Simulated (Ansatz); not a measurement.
# Si12O22F: the cost of one run

Method: DFT PBE, plane waves, PAW, scalar-relativistic, collinear spin, in Ansatz 0.2.0.

**1. Starting point**

The cell holds 35 atoms (FO22Si12): a = 7.309 Å, b = 7.309 Å, c = 9.832 Å, α = 70.35°, β = 70.35°, γ = 71.25°.

Its coordinates follow in the input file.

**2. End point A**

The input, input.yaml:

```yaml
crystal:
  lattice:
    - [-2.4579, 4.257208, 5.4091]
    - [4.9158, 0.0, 5.4091]
    - [4.9158, 8.514415, 0.0]
  atoms:
    - { symbol: Si, position: [0.901686, 0.4306513, 0.0475227] }
    - { symbol: Si, position: [0.5978143, 0.0739886, 0.9629584] }
    - { symbol: Si, position: [-0.0015191, 0.0030499, 0.2371472] }
    - { symbol: O, position: [0.5757956, 0.3088865, 0.9204846] }
    - { symbol: O, position: [0.1786587, 0.0388611, 0.2701288] }
    - { symbol: O, position: [0.5653856, 0.9800393, 0.1473428] }
    - { symbol: O, position: [0.9296166, 0.1960744, 0.1065484] }
    - { symbol: O, position: [0.3206512, 0.4664351, 0.1324156] }
    - { symbol: O, position: [0.9366107, 0.5124849, 0.1704629] }
    - { symbol: Si, position: [0.9060946, 0.4348896, 0.5445456] }
    - { symbol: Si, position: [0.5955296, 0.0744689, 0.4706534] }
    - { symbol: Si, position: [0.0012116, -0.0032812, 0.7355101] }
    - { symbol: O, position: [0.5694626, 0.310196, 0.4203634] }
    - { symbol: O, position: [0.1793065, 0.0242598, 0.7797813] }
    - { symbol: O, position: [0.5702304, 0.9825016, 0.640717] }
    - { symbol: O, position: [0.9312049, 0.1924206, 0.606088] }
    - { symbol: O, position: [0.3222238, 0.4607804, 0.6346813] }
    - { symbol: O, position: [0.9344352, 0.5077254, 0.6730622] }
    - { symbol: Si, position: [0.4031112, 0.9323361, 0.2984158] }
    - { symbol: Si, position: [0.0916312, 0.5611709, 0.2140002] }
    - { symbol: Si, position: [0.4958708, 0.4968371, 0.4834252] }
    - { symbol: O, position: [0.0709522, 0.8093662, 0.1660705] }
    - { symbol: O, position: [0.6863005, 0.5349654, 0.5262695] }
    - { symbol: O, position: [0.0698645, 0.4756005, 0.3914347] }
    - { symbol: O, position: [0.4292602, 0.6915235, 0.3649854] }
    - { symbol: O, position: [0.8211527, 0.9619181, 0.3820709] }
    - { symbol: O, position: [0.4319727, 0.0229541, 0.4246549] }
    - { symbol: Si, position: [0.4049456, 0.9310384, 0.8062725] }
    - { symbol: Si, position: [0.0973248, 0.5695979, 0.7115267] }
    - { symbol: Si, position: [0.4949094, 0.49649, 0.9887621] }
    - { symbol: O, position: [0.0623866, 0.8061446, 0.67319] }
    - { symbol: F, position: [0.6802852, 0.527754, 0.0354698], spin: 1.0 }
    - { symbol: O, position: [0.0608559, 0.4791897, 0.897648] }
    - { symbol: O, position: [0.814428, 0.9685458, 0.8913835] }
    - { symbol: O, position: [0.4288401, 0.0162529, 0.9145152] }
magnetization:
  spin_polarized: true
total_charge: 2
basis:
  ecutwfc: 420.0
kpoints:
  mp_grid: { grid: [2, 2, 2] }
hamiltonian:
  xc: pbe
  pseudopotentials: { kind: paw, azcp: { folder: soft_1 } }
scf:
  occupations: { method: fermi_dirac, width: 0.02 }
  lower_state_search: "off"
relax:
  f_tol: 0.03
  max_steps: 60
  adjacent_minimum: "off"
output:
  write_density: true
  write_potential: true
  elf: true
  volumetric_format: npy
```

The run is started by

```console
$ ansatz run input.yaml --threads 4 --pin off --max-ram 10240MiB --backend cpu --events-out ev --progress --plain --runs-dir out
```

What time and memory should one allow on 4 threads of Arm Neoverse V1, shared host?

About 5.4 min, with a peak of 1.8 GiB.
